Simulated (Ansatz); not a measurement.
# CH₄BrGaOS: basis-set convergence

Aim: see how fast density functionals converge with the basis set for CH₄BrGaOS.

Method: one geometry, several basis sets; program: Ansatz 0.2.0, Gaussian basis.

Levels to be run: PBE0-D4/def2-SVP; ωB97M-V/def2-SVP; PBE0-D4/def2-QZVPP; ωB97M-V/def2-QZVPP; the functionals' def2-TZVPP values are taken from earlier runs.

## (1) Structure used throughout

An earlier PBE0-D4 in a triple-zeta def2 set relaxation fixed the geometry.

SMILES `C[O][Ga]([SH])[Br]`, 9 atoms, charge 0, spin multiplicity 1.

Atoms are counted from 1 here; the program's logs count them from 0.

Bond lengths: C1–O2 1.410 Å, C1–H6 1.094 Å, C1–H7 1.094 Å, C1–H8 1.096 Å, O2–Ga3 1.767 Å, Ga3–S4 2.176 Å, Ga3–Br5 2.278 Å, S4–H9 1.346 Å. Angles: O2–C1–H6 109.4°, O2–C1–H7 109.5°, O2–C1–H8 113.1°, H6–C1–H7 108.4°, H6–C1–H8 108.2°, H7–C1–H8 108.2°, C1–O2–Ga3 124.5°, O2–Ga3–S4 118.9°, O2–Ga3–Br5 119.3°, S4–Ga3–Br5 121.7°, Ga3–S4–H9 91.6°.

## (2) PBE0-D4 in def2-SVP

Contents of in.yaml:

```yaml
crystal:
  periodic: [false, false, false]
  atoms:
    - {symbol: C, position_ang: [1.113429, 0.987110, 0.606215]}
    - {symbol: O, position_ang: [0.435156, -0.239509, 0.457721]}
    - {symbol: Ga, position_ang: [-0.937541, -0.499482, -0.624860]}
    - {symbol: S, position_ang: [-1.847334, -2.474189, -0.716512]}
    - {symbol: Br, position_ang: [-1.708531, 1.234326, -1.885301]}
    - {symbol: H, position_ang: [1.064133, 1.305255, 1.652093]}
    - {symbol: H, position_ang: [2.165505, 0.857331, 0.334185]}
    - {symbol: H, position_ang: [0.695381, 1.787091, -0.015123]}
    - {symbol: H, position_ang: [-0.980189, -2.957933, 0.191573]}
basis:
  gaussian: {orbitals: def2-SVP}
hamiltonian: {xc: pbe0, dispersion: d4}
output: {orbitals: {seedname: orbitals}}
```

Run with:

```sh
> ansatz run in.yaml --threads 2 --pin off --events-out ev --progress --plain --max-ram 32768MiB --backend cpu
```

After this run come: ωB97M-V in def2-SVP; PBE0-D4 in def2-QZVPP; ωB97M-V in def2-QZVPP.

Q: Predict the results of all the runs planned. Wanted: PBE0-D4: double and triple zeta above quadruple; ωB97M-V: double and triple zeta above quadruple.

The runs gave:

| quantity | value |
| --- | --- |
| PBE0-D4: double and triple zeta above quadruple | 25.80, 3.12 eV |
| ωB97M-V: double and triple zeta above quadruple | 25.69, 3.01 eV |

**Reading.** PBE0-D4 gains 22.68 eV from double to triple zeta, then 3.12 eV more. These are total energies; as a rule much of such shifts cancels in differences, which this series doesn't test. The LUMO of ωB97M-V is positive and keeps falling with the basis (0.91 to 0.39 eV): an unbound level that the basis holds in place.
